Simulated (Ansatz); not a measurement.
## NbTe in Ansatz: the effect of functional

The system is NbTe.

```
Te Nb
1.0
     3.70297    0.00000    0.00000
    -1.85149    3.20687    0.00000
     0.00000    0.00000    3.69421
Te Nb
1 1
Direct
  0.66667 0.33333 0.00000
  0.00000 0.00000 0.50000
```

The cell comes from a database or a generator and needn't be the stable form of this composition.

Alike in all runs:

* Program: Ansatz 0.2.0
* Task: band structure
* Potentials or basis: Ansatz PAW
* k mesh: 8 × 8 × 7
* Occupations: fermi-dirac, width 0.05 eV
* Spin: no spin polarisation

Task: One run gave: pressure -7.5 GPa. Which functional did it use?
A. revPBE
B. RPBE
C. PBEsol
D. BLYP
E. LDA

Result: E.

```tsv
functional	cutoff	pressure (GPa)
LDA	420 eV (not typed: the program's choice for these potentials)	-7.5
PBEsol	420 eV (not typed: the program's choice for these potentials)	-5.2
RPBE	420 eV (not typed: the program's choice for these potentials)	1.5
revPBE	420 eV (not typed: the program's choice for these potentials)	0.9
BLYP	420 eV (not typed: the program's choice for these potentials)	6.6
r2SCAN	500 eV (not typed: the program's choice for these potentials)	-1.5
```

Caveats: the PAW data sets come from PBE, with cores solved anew for the run's functional, which leaves a small shift of forces and pressure.

Runs at the PBE level aren't shown here.
